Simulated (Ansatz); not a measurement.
Predict the output of the script below (the Ansatz DFT code, driven from Python).

Script `run_scan.py`:
```python
import ansatz as az
import numpy as np

bf2ho = (
    az.Crystal.molecule()
    .atom("O", (-0.4578, 0.9496, 0.1778))
    .atom("B", (-0.032, -0.3864, 0.1035))
    .atom("F", (0.9509, -0.8377, 1.015))
    .atom("F", (-0.5048, -1.2856, -0.874))
    .atom("H", (0.0936, 1.4865, -0.4636))
)

symbols = [site.symbol for site in bf2ho.cartesian_sites]
start = np.array([site.position_ang for site in bf2ho.cartesian_sites])
axis = (start[4] - start[0]) / np.linalg.norm(start[4] - start[0])
moving = [4]
lengths, energies = [0.882, 0.922, 0.962, 1.002, 1.042, 1.082, 1.122, 1.182], []
for length in lengths:
    xyz = start.copy()
    xyz[moving] += (length - np.linalg.norm(start[4] - start[0])) * axis
    point = az.Crystal.molecule()
    for symbol, place in zip(symbols, xyz):
        point = point.atom(symbol, place.tolist())
    base = (
        point.calculation()
        .basis(gaussian="cc-pVDZ")
        .functional("B3LYP")
        .scf(lower_state_search="standard")
    )
    r = base.run(threads=1, backend="cpu").report
    energies.append(r["free_energy_ev"])
    print(f"r = {length:6.3f} A  E = {energies[-1]:.5f} eV  <S^2> = {abs(r['mean_field']['state']['spin_squared']):.3f}")

fit = np.polynomial.Polynomial.fit(lengths, np.array(energies) - min(energies), 4).convert()
roots = [r.real for r in fit.deriv().roots() if abs(r.imag) < 1e-9 and fit.deriv(2)(r.real) > 0]
r_e = min(roots, key=lambda r: abs(r - lengths[int(np.argmin(energies))]))
print(f"minimum of the fit at {r_e:.4f} A, force constant {fit.deriv(2)(r_e):.2f} eV/A^2")
```

```console
$ python run_scan.py
r =  0.882 A  E = -8177.43311 eV  <S^2> = 0.000
r =  0.922 A  E = -8177.60945 eV  <S^2> = 0.000
r =  0.962 A  E = -8177.67334 eV  <S^2> = 0.000
r =  1.002 A  E = -8177.65160 eV  <S^2> = 0.000
r =  1.042 A  E = -8177.56503 eV  <S^2> = 0.000
r =  1.082 A  E = -8177.42983 eV  <S^2> = 0.000
r =  1.122 A  E = -8177.25862 eV  <S^2> = 0.000
r =  1.182 A  E = -8176.95522 eV  <S^2> = 0.000
minimum of the fit at 0.9704 A, force constant 50.75 eV/A^2
```

The settings weren't tested for convergence. The rest of the molecule is held rigid at a force-field or estimated start geometry, and the basis set is modest; single-reference methods fail as a bond breaks. b3lyp holds the VWN-RPA fit, as in Gaussian; the form of ORCA and Turbomole is b3lyp5. The orbitals are restricted, so S² is zero by construction. Timing: 7.5 s on 1 thread of Arm Neoverse V1 (shared host), peak memory 0.17 GiB.
